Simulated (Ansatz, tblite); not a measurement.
# The cluster Sn₂₃H₃₂: rung by rung

The task here is to estimate one member of a computed series from the others.

Program: Ansatz 0.2.0, Gaussian basis. Level of theory: as each input shows. These are calculated values, not measurements.

The runs, in order: GFN1-xTB, GFN2-xTB, PBE-D4/def2-TZVP, r2SCAN-D4/def2-TZVP, BLYP-D4/def2-TZVP, PBE-D4/def2-SVP, PBE0-D4/def2-SVP, MP2/def2-SVP, RPA/def2-SVP.

1 further run of the same task is left out (set aside as unsound or not needed). Runs told in other sessions of the task aren't counted.

## The structure

The geometry is that of the singlet, from an earlier relaxation (PBE-D4/def2-SVP).

55 atoms, charge 0, spin multiplicity 1.

Bond lengths: Sn1–Sn12 2.830 Å, Sn1–Sn14 2.817 Å, Sn1–H24 1.743 Å, Sn1–H25 1.740 Å, Sn2–Sn13 2.819 Å, Sn2–Sn14 2.819 Å, Sn2–Sn15 2.820 Å, Sn2–H26 1.745 Å, Sn3–Sn12 2.919 Å, Sn3–Sn17 2.908 Å, Sn3–H30 1.991 Å, Sn4–Sn16 2.823 Å, Sn4–Sn17 2.832 Å, Sn4–Sn18 2.827 Å, Sn4–H27 1.746 Å, Sn5–Sn12 2.838 Å, Sn5–Sn13 2.827 Å, Sn5–Sn16 2.830 Å and more. Angles: Sn12–Sn1–Sn14 118.2°, Sn12–Sn1–H24 109.6°, Sn12–Sn1–H25 109.3°, Sn14–Sn1–H24 107.0°, Sn14–Sn1–H25 106.3°, H24–Sn1–H25 105.7°, Sn13–Sn2–Sn14 106.0°, Sn13–Sn2–Sn15 110.8°, Sn13–Sn2–H26 109.6°, Sn14–Sn2–Sn15 112.3°, Sn14–Sn2–H26 111.2°, Sn15–Sn2–H26 106.9°, Sn12–Sn3–Sn17 88.4°, Sn12–Sn3–H30 88.5°, Sn17–Sn3–H30 90.1°, Sn16–Sn4–Sn17 109.8°, Sn16–Sn4–Sn18 107.0°, Sn16–Sn4–H27 110.6° and more.

Sn takes a core potential in the def2 sets. No spin-orbit coupling is included.

PBE0-D4/def2-TZVP was run before; its log isn't repeated, and its numbers join the tables.

Set-up of the first run:

Tight binding, by tblite at 300 K electronic temperature and without a spin-polarisation term:

```python
tblite.interface.Calculator('GFN1-xTB', numbers, positions, charge=0, uhf=0).singlepoint()
```

Tight binding, by tblite at 300 K electronic temperature and without a spin-polarisation term:

```python
tblite.interface.Calculator('GFN2-xTB', numbers, positions, charge=0, uhf=0).singlepoint()
```

start.molden holds the orbitals of an earlier run on this state, given as this run's starting guess.

in.yaml reads:

```yaml
crystal:
  periodic: [false, false, false]
  atoms:
    - {symbol: Sn, position_ang: [-4.914625, -1.456274, 2.317304]}
    - {symbol: Sn, position_ang: [-4.914067, 1.910768, -0.890013]}
    - {symbol: Sn, position_ang: [-1.057460, -4.069631, 3.039996]}
    - {symbol: Sn, position_ang: [1.541516, -4.711259, -0.977945]}
    - {symbol: Sn, position_ang: [-1.715888, -1.416226, -0.979386]}
    - {symbol: Sn, position_ang: [-1.434985, 2.048369, 2.221237]}
    - {symbol: Sn, position_ang: [1.570217, -1.461369, 1.963791]}
    - {symbol: Sn, position_ang: [1.663647, 1.951406, -1.108854]}
    - {symbol: Sn, position_ang: [-1.612162, 5.208433, -0.987322]}
    - {symbol: Sn, position_ang: [4.983900, -1.277287, -1.026568]}
    - {symbol: Sn, position_ang: [4.732097, 1.845330, 2.310692]}
    - {symbol: Sn, position_ang: [-2.908236, -3.000115, 1.052038]}
    - {symbol: Sn, position_ang: [-3.412737, 0.204197, -2.556899]}
    - {symbol: Sn, position_ang: [-6.506135, 0.227242, 0.715054]}
    - {symbol: Sn, position_ang: [-3.216498, 3.559254, 0.643699]}
    - {symbol: Sn, position_ang: [-0.037631, -3.020812, -2.596551]}
    - {symbol: Sn, position_ang: [-0.073223, -5.911324, 1.015477]}
    - {symbol: Sn, position_ang: [3.342922, -3.053565, 0.435315]}
    - {symbol: Sn, position_ang: [0.088531, 3.712154, -2.659295]}
    - {symbol: Sn, position_ang: [3.469813, 0.445220, -2.666801]}
    - {symbol: Sn, position_ang: [-0.035166, 0.332677, 0.472410]}
    - {symbol: Sn, position_ang: [3.151213, 3.522992, 0.702463]}
    - {symbol: Sn, position_ang: [6.494140, 0.309661, 0.748913]}
    - {symbol: H, position_ang: [-5.999279, -2.506631, 3.187476]}
    - {symbol: H, position_ang: [-4.182613, -0.434206, 3.520912]}
    - {symbol: H, position_ang: [-5.899231, 2.968267, -1.868301]}
    - {symbol: H, position_ang: [2.508486, -5.777729, -1.965994]}
    - {symbol: H, position_ang: [-2.244966, 1.129975, 3.450728]}
    - {symbol: H, position_ang: [-0.293008, 3.097970, 3.007639]}
    - {symbol: H, position_ang: [0.274471, -2.711121, 2.454427]}
    - {symbol: H, position_ang: [2.003358, -1.035301, 3.596704]}
    - {symbol: H, position_ang: [-2.589191, 6.278388, -1.946769]}
    - {symbol: H, position_ang: [-0.600504, 6.201267, 0.018801]}
    - {symbol: H, position_ang: [6.049701, -2.246374, -2.010442]}
    - {symbol: H, position_ang: [3.662988, 0.737427, 3.122538]}
    - {symbol: H, position_ang: [5.578156, 2.715723, 3.553737]}
    - {symbol: H, position_ang: [-3.794628, -4.226238, 0.172177]}
    - {symbol: H, position_ang: [-4.504254, -0.826893, -3.435046]}
    - {symbol: H, position_ang: [-2.478723, 1.076960, -3.735454]}
    - {symbol: H, position_ang: [-7.485640, -0.718290, -0.366230]}
    - {symbol: H, position_ang: [-7.595915, 1.188569, 1.670786]}
    - {symbol: H, position_ang: [-4.182595, 4.586110, 1.671075]}
    - {symbol: H, position_ang: [-1.051413, -4.010720, -3.606471]}
    - {symbol: H, position_ang: [0.920391, -2.033553, -3.661753]}
    - {symbol: H, position_ang: [-1.338771, -6.715446, 0.121574]}
    - {symbol: H, position_ang: [0.912751, -7.209911, 1.644753]}
    - {symbol: H, position_ang: [4.341356, -3.935456, 1.562980]}
    - {symbol: H, position_ang: [-0.817660, 2.819401, -3.839331]}
    - {symbol: H, position_ang: [1.167394, 4.768945, -3.521568]}
    - {symbol: H, position_ang: [2.626815, -0.434214, -3.902373]}
    - {symbol: H, position_ang: [4.560063, 1.548441, -3.455362]}
    - {symbol: H, position_ang: [2.072282, 4.463659, 1.686364]}
    - {symbol: H, position_ang: [4.178156, 4.635914, -0.148940]}
    - {symbol: H, position_ang: [7.498336, -0.688568, 1.754016]}
    - {symbol: H, position_ang: [7.542202, 1.362598, -0.150806]}
basis:
  gaussian: {orbitals: def2-TZVP, fitting: {mean_field: def2-universal-jkfit}, initial_orbitals: start.molden}
hamiltonian: {xc: pbe, dispersion: d4}
scf: {omitted_lower_state_checks: [starts]}
output: {orbitals: {seedname: orbitals}}
```

The run is started by

```sh
$ ansatz run in.yaml --threads 11 --pin off --events-out ev --progress --plain --max-ram 174080MiB --backend cuda --devices 0, --max-vram 75GiB
```

Among the steps run: PBE-D4/def2-TZVP; r2SCAN-D4/def2-TZVP; BLYP-D4/def2-TZVP; PBE-D4/def2-SVP; PBE0-D4/def2-SVP; MP2/def2-SVP; RPA/def2-SVP.

One table of the session follows, with a row left open; its other results are not shown here.

It belongs to the step «Binding energy». 

```
              level  binding an atom (eV)
        HF/def2-SVP                 1.603
    PBE-D4/def2-SVP                 2.444
   PBE-D4/def2-TZVP                     ?
  BLYP-D4/def2-TZVP                 2.414
r2SCAN-D4/def2-TZVP                 2.460
   PBE0-D4/def2-SVP                 2.436
  PBE0-D4/def2-TZVP                 2.450
       MP2/def2-SVP                 2.249
```

Q: Estimate the row for PBE-D4/def2-TZVP from the others.

**Answer.** binding an atom (eV): 2.455. In the column «binding an atom (eV)» it lies between PBE0-D4/def2-TZVP (2.450) and r2SCAN-D4/def2-TZVP (2.460).

Caveats from the session: Free atoms were run apart at each level; binding is atoms less cluster, divided by the number of atoms, without zero-point or spin-orbit terms.
